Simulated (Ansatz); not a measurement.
# CH7BN2: a dynamics run in two tries

Wanted: a short trajectory, and a check that the input is sound. SMILES of the start: CB(N)N.

Method: RKS B3LYP/6-31G*, in Ansatz 0.2.0.

## (1) Starting point

Bond lengths: B1–N2 1.424 Å, N2–H3 1.008 Å, N2–H4 1.010 Å, B1–N5 1.422 Å, N5–H6 1.010 Å, N5–H7 1.008 Å, B1–C8 1.593 Å, C8–H9 1.098 Å, C8–H10 1.098 Å, C8–H11 1.097 Å. Angles (14 of 15 angles, heavy atoms first): N2–B1–N5 120.5°, N2–B1–C8 119.5°, N5–B1–C8 120.0°, B1–N2–H3 122.4°, B1–N2–H4 124.4°, B1–N5–H6 124.5°, B1–N5–H7 122.2°, B1–C8–H9 111.2°, B1–C8–H10 111.5°, B1–C8–H11 113.1°, H3–N2–H4 113.2°, H6–N5–H7 113.3°, H9–C8–H10 106.5°, H9–C8–H11 107.1°.

Coordinates:

```xyz
11

B     0.0417   -0.0112    0.0171
N     0.0291   -0.1423    1.4347
H    -0.8269   -0.1680    1.9668
H     0.8569   -0.2244    2.0073
N     1.2731    0.0166   -0.6934
H     2.1838   -0.0521   -0.2619
H     1.3121    0.1031   -1.6969
C    -1.3373    0.1004   -0.7735
H    -1.9321   -0.8166   -0.6656
H    -1.9568    0.9210   -0.3873
H    -1.2038    0.2735   -1.8481
```

## (2) First try

The input, input.yaml:

```yaml
crystal:
  periodic: [false, false, false]
  atoms:
    - { symbol: B, position_ang: [0.041718, -0.011208, 0.017138] }
    - { symbol: "N", position_ang: [0.029087, -0.142262, 1.434741] }
    - { symbol: H, position_ang: [-0.826881, -0.168036, 1.966838] }
    - { symbol: H, position_ang: [0.856876, -0.224449, 2.007251] }
    - { symbol: "N", position_ang: [1.273089, 0.016607, -0.693397] }
    - { symbol: H, position_ang: [2.183779, -0.052053, -0.261899] }
    - { symbol: H, position_ang: [1.31214, 0.103108, -1.696881] }
    - { symbol: C, position_ang: [-1.337298, 0.100448, -0.773473] }
    - { symbol: H, position_ang: [-1.932069, -0.816597, -0.665631] }
    - { symbol: H, position_ang: [-1.956814, 0.920966, -0.387289] }
    - { symbol: H, position_ang: [-1.203827, 0.273475, -1.848099] }
basis:
  gaussian: { orbitals: "6-31G*" }
hamiltonian:
  xc: b3lyp
md:
  timestep: 0.25
  n_steps: 25
  ensemble: nvt
  temperature: 1000.0
  initial_velocities: maxwell_boltzmann
  seed: 819165
  friction: 0.001
```

Launch:

```bash
$ ansatz run input.yaml --threads 1 --pin off --max-ram 2048MiB --backend cpu --events-out ev --progress --plain --runs-dir out
```

**Question.** What will these runs give? Wanted: first try.

The runs gave:

```
 quantity                                                                              value
first try                                                                            refused
    cause  the word typed for the ensemble or optimiser is not among those the program lists
```

**Reading.** The fault in the first input was caught at the input check and cost nothing.
